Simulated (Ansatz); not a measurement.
NbCu:

```xyz
2
Lattice="0.0000 2.5622 2.5622 2.5622 0.0000 2.5622 2.5622 2.5622 0.0000" Properties=species:S:1:pos:R:3 pbc="T T T"
Nb    0.0000    0.0000    0.0000
Cu    2.5622    2.5622    2.5622
```

The cell was built by a generator and needn't be a form met in nature.

| Quantity | Value |
| --- | --- |
| Program | Ansatz 0.2.0 |
| Task | relaxation of cell and atoms |
| Functional | PBEsol |
| Potentials or basis | Ansatz PAW |
| Cutoff | 420 eV (not typed: the program's choice for these potentials) |
| k mesh | 9 × 9 × 9 |
| Occupations | fermi-dirac, width 0.05 eV |
| Spin | no spin polarisation |

At the start: volume 16.82 Å³/atom.

Task: How do energy, volume and symmetry change on relaxing?

Result: It ends after 5 steps and the volume is 16.17 Å³/atom (-3.9 %); space group Fm-3m (No. 225, to 0.05 Å).

The path:
| step | energy change (eV) | largest force (eV/Å) | volume (Å³) |
| --- | --- | --- | --- |
| 1 | 0.0000 | 0.0000 | 33.64 |
| 2 | -0.0215 | 0.0000 | 31.87 |
| 3 | -0.0247 | 0.0000 | 32.37 |
| 4 | -0.0247 | 0.0000 | 32.34 |
| 5 | -0.0244 | 0.0000 | 32.34 |

Final structure:
```cif
data_structure
_symmetry_space_group_name_H-M 'P 1'
_symmetry_Int_Tables_number 1
_cell_length_a 3.5761
_cell_length_b 3.5761
_cell_length_c 3.5761
_cell_angle_alpha 60.000
_cell_angle_beta 60.000
_cell_angle_gamma 60.000
_cell_volume 32.34
loop_
_atom_site_label
_atom_site_type_symbol
_atom_site_fract_x
_atom_site_fract_y
_atom_site_fract_z
_atom_site_occupancy
Nb1 Nb 0.00000 0.00000 0.00000 1
Cu1 Cu 0.50000 0.50000 0.50000 1
```

Caveat: the plane-wave basis is chosen anew once the cell has moved, so the energies of steps on either side of that aren't comparable; the PAW data sets come from PBE, with cores solved anew for the run's functional, which leaves a small shift of forces and pressure.
